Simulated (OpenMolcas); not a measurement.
**Si: a chain of runs**

We compute a series of 9 runs (ROHF/def2-SVP, CASSCF(4,4)/def2-SVP, CASPT2(4,4)/def2-SVP, CASPT2[IPEA 0](4,4)/def2-SVP, SC-NEVPT2(4,4)/def2-SVP, PC-NEVPT2(4,4)/def2-SVP, MC-PDFT[tPBE](4,4)/def2-SVP, MC-PDFT[ftPBE](4,4)/def2-SVP, and more) of Si. 

Program for the calculation: OpenMolcas 26.06.

88 further runs of the same task are left out: 88 set aside as unsound or not needed.

### 1 A single-point energy at ROHF/def2-SVP (run 1)

step1.input

```
>>> EXPORT MOLCAS_PRINT=2

&GATEWAY
 BasLib = $CurrDir
 Coord
 1
 angstrom
 Si       0.000000       0.000000       0.000000
 Basis = def2-SVP
 Group = NoSym

&SEWARD

&SCF
 UHF
 Spin = 3
 PrOrbitals = 0

&RASSCF
 FileOrb = $Project.UnaOrb
 Spin = 3
 Nactel = 2 0 0
 Inactive = 6
 Ras2 = 2
 OutOrbitals = Canonical
 OrbListing = Few
```

The basis set def2-SVP is read from a file made from the Basis Set Exchange's data (not shown).

Run with:

```console
$ export MOLCAS_MEM=1860
$ pymolcas step1.input > step1.log
```

Output:

```text
--- Start Module: gateway ---
[...]
--- Stop Module: gateway /rc=_RC_ALL_IS_WELL_ ---
[...]
      Basis functions           18
[...]
--- Start Module: scf ---
[...]
       Convergence after  19 Iterations
[...]
::    Total SCF energy                               -288.7531284762
[...]
      Total spin, S                                     1.0029663277
[...]
--- Stop Module: scf /rc=_RC_ALL_IS_WELL_ ---
--- Start Module: rasscf ---
[...]
      Number of active orbitals                  2
[...]
      Spin quantum number                      1.0
[...]
      Active orbitals                            2
[...]
      Number of CSFs                             1
[...]
      Number of root(s) required                 1
[...]
      Convergence after  7 iterations
[...]
      printout of CI-coefficients larger than  0.05 for root  1
      energy=    -288.749819
      conf/sym  11     Coeff  Weight
             1  uu   1.00000 1.00000
      Natural orbitals and occupation numbers for root  1
      sym 1:   1.000000   1.000000
      ************************************************************************************************************************
      *                                                    Final results                                                     *
[...]
::    RASSCF root number  1 Total energy:   -288.74981915
[...]
      Total electronic charge=   14.000000
      Total            charge=   -0.000000
[...]
      Dipole Moment (debye):
      Origin of the operator (angstrom)=    0.0000    0.0000    0.0000
                   X=  4.3230E-16               Y=  7.4237E-16               Z=  4.7805E-16           Total=  9.8312E-16
      Quadrupole Moment (debye*angstrom):
[...]
--- Stop Module: rasscf /rc=_RC_ALL_IS_WELL_ ---
[...]
```

Run time: 1.5 s. Hardware: 1 thread of Intel Xeon 6975P-C (Granite Rapids), shared host; peak memory 0.37 GiB.

### 2 The Si atom: a single-point energy at CASSCF(4,4)/def2-SVP (run 2)

step2.input

```
* Si CASSCF
>>> EXPORT MOLCAS_PRINT=2

&gateway
 baslib = $CurrDir
 coord
 1
 angstrom
 Si       0.000000       0.000000       0.000000
 basis = def2-SVP
 group = NoSym

&seward

&rasscf
 fileorb = $CurrDir/step1.RasOrb
 spin = 3
 nactel = 4 0 0
 inactive = 5
 ras2 = 4
 orblisting = Few
 orbappear = Compact
```

The basis set def2-SVP is read from a file made from the Basis Set Exchange's data (not shown).

Run the same way, it converges to -288.76293 Eh (log not shown).

Runs 3 to 6 aren't shown in full; the table further down has their settings and results.

### 3 The Si atom: the energy at MC-PDFT[tPBE](4,4)/def2-SVP (run 7)

step7.input

```
&GATEWAY
  BasLib=$CurrDir
  Coord
  1
  angstrom
  Si       0.000000       0.000000       0.000000
  Basis=def2-SVP
  Group=NoSym

&SEWARD

&RASSCF
  FileOrb=$CurrDir/step2.RasOrb
  Spin=3
  Nactel=4 0 0
  Inactive=5
  Ras2=4
  OrbListing=Few
  OrbAppear=Compact

&MCPDFT
  KSDFT=T:PBE
```

The basis set def2-SVP is read from a file made from the Basis Set Exchange's data (not shown).

Run the same way, it converges to -289.11839 Eh (log not shown).

Run 8 isn't shown in full; the table further down has it.

### 4 The Si atom: a single-point energy at MRCI(4,4)/def2-SVP (run 9)

step9.inp

```
&gateway
baslib
$CurrDir
coord
1
angstrom
Si       0.000000       0.000000       0.000000
basis
def2-SVP
group
NoSym
&seward
&rasscf
fileorb
$CurrDir/step2.RasOrb
spin
3
nactel
4 0 0
inactive
5
ras2
4
orblisting
Few
orbappear
Compact
&motra
lumorb
frozen
5
&guga
electrons
4
spin
3
inactive
0
active
4
ciall
1
&mrci
sdci
```

The basis set def2-SVP is read from a file made from the Basis Set Exchange's data (not shown).

Run the same way, it converges to -288.81516 Eh (log not shown).

### 5 Overview of the runs

```tsv
run	level	active rule	inactive	energy (Eh)	dipole moment (D) of the reference	wall time
1	ROHF/def2-SVP	–	–	-288.749819	0.00	1.5 s
2	CASSCF(4,4)/def2-SVP	full valence	5	-288.762931	0.00	1.1 s
3	CASPT2(4,4)/def2-SVP	full valence	5	-288.799603	0.00	1.1 s
4	CASPT2[IPEA 0](4,4)/def2-SVP	full valence	5	-288.806299	0.00	1.1 s
5	SC-NEVPT2(4,4)/def2-SVP	full valence	5	-288.802254	0.00	1.1 s
6	PC-NEVPT2(4,4)/def2-SVP	full valence	5	-288.802372	0.00	1.1 s
7	MC-PDFT[tPBE](4,4)/def2-SVP	full valence	5	-289.118385	0.00	1.2 s
8	MC-PDFT[ftPBE](4,4)/def2-SVP	full valence	5	-289.183402	0.00	1.2 s
9	MRCI(4,4)/def2-SVP	full valence	5	-288.815157	0.00	1.2 s
```

### 6 Results

```
                                      quantity          value
                  Si atom, run 9: total energy  -288.81516 Eh
Si atom, run 9: dipole moment (CASSCF density)         0.00 D
```

What this shows: Below the ROHF energy at the same shape and in the same basis (def2-SVP): CASSCF(4,4) -13.1 mEh; CASPT2(4,4) -49.8 mEh; CASPT2[IPEA 0](4,4) -56.5 mEh; SC-NEVPT2(4,4) -52.4 mEh; PC-NEVPT2(4,4) -52.6 mEh; MRCI(4,4) -65.3 mEh. Active-space methods hold only the correlation inside their space unless a perturbation or CI step follows. All runs together took 10 s, the longest 1.5 s.
